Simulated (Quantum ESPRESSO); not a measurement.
A run of Quantum ESPRESSO 7.5:

pw.in

```
&CONTROL
  calculation = 'scf'
  prefix = 'pwscf'
  outdir = './tmp'
  pseudo_dir = './pseudo'
  tprnfor = .true.
  tstress = .true.
  disk_io = 'low'
/
&SYSTEM
  ibrav = 0
  nat = 3
  ntyp = 2
  ecutwfc = 58
  nbnd = 12
  occupations = 'smearing'
  smearing = 'fd'
  degauss = 0.00367493
/
&ELECTRONS
  conv_thr = 6d-10
  electron_maxstep = 120
  mixing_beta = 0.5
/
ATOMIC_SPECIES
Al    26.9815 Al.upf
Cl    35.4500 Cl.upf
CELL_PARAMETERS angstrom
   0.0000000000    3.1586756100    3.1586756100
   3.1586756100    0.0000000000    3.1586756100
   3.1586756100    3.1586756100    0.0000000000
ATOMIC_POSITIONS crystal
Al     0.2500000000    0.2500000000    0.2500000000
Al     0.7500000000    0.7500000000    0.7500000000
Cl     0.0000000000    0.0000000000    0.0000000000
K_POINTS automatic
4 4 4 1 1 1
```

scf2.in

```
&CONTROL
  calculation = 'scf'
  prefix = 'pwscf'
  outdir = './tmp'
  pseudo_dir = './pseudo'
  tprnfor = .true.
  tstress = .true.
  disk_io = 'low'
/
&SYSTEM
  ibrav = 0
  nat = 3
  ntyp = 2
  ecutwfc = 58
  nbnd = 12
  occupations = 'smearing'
  smearing = 'fd'
  degauss = 0.00367493
/
&ELECTRONS
  conv_thr = 1d-11
  electron_maxstep = 120
  mixing_beta = 0.5
  startingpot = 'file'
  startingwfc = 'file'
/
ATOMIC_SPECIES
Al    26.9815 Al.upf
Cl    35.4500 Cl.upf
CELL_PARAMETERS angstrom
   0.0000000000    3.1586756100    3.1586756100
   3.1586756100    0.0000000000    3.1586756100
   3.1586756100    3.1586756100    0.0000000000
ATOMIC_POSITIONS crystal
Al     0.2500000000    0.2500000000    0.2500000000
Al     0.7500000000    0.7500000000    0.7500000000
Cl     0.0000000000    0.0000000000    0.0000000000
K_POINTS automatic
4 4 4 1 1 1
```

The input eels.in:

```
&LR_INPUT
  prefix = 'pwscf'
  outdir = './tmp'
  restart_step = 5000
  restart = .false.
/
&LR_CONTROL
  calculator = 'lanczos'
  approximation = 'TDDFT'
  q1 = 0.3016313022
  q2 = 0.3016313022
  q3 = 0
  itermax = 400
/
```

Contents of spectrum.in:

```
&LR_INPUT
  prefix = 'pwscf'
  outdir = './tmp'
  eels = .true.
  itermax0 = 400
  itermax = 20000
  extrapolation = 'osc'
  epsil = 0.02
  units = 1
  start = 0
  end = 40
  increment = 0.2
/
```

The input spectrum_short.in:

```
&LR_INPUT
  prefix = 'pwscf'
  outdir = './tmp'
  eels = .true.
  itermax0 = 266
  itermax = 20000
  extrapolation = 'osc'
  epsil = 0.02
  units = 1
  start = 0
  end = 40
  increment = 0.2
/
```

Potentials or basis: PseudoDojo 0.4 SR PBE stringent.

Launch:

```console
$ OMP_NUM_THREADS=1 pw.x -in pw.in > pw.out
$ OMP_NUM_THREADS=1 pw.x -in scf2.in > scf2.out
$ OMP_NUM_THREADS=1 turbo_eels.x -in eels.in > eels.out
$ OMP_NUM_THREADS=1 turbo_spectrum.x -in spectrum.in > spectrum.out
$ OMP_NUM_THREADS=1 turbo_spectrum.x -in spectrum_short.in > spectrum_short.out
```

Hardware: 1 thread of Arm Neoverse V1, with other jobs on the host.

Task: How long does it take, and how much memory?

Result: It took 15 min on 1 thread of Arm Neoverse V1 (shared host), peak memory 0.51 GiB. Counts: scf iterations 10, k pools 1, bands 12, k points 10, g dense 25509.
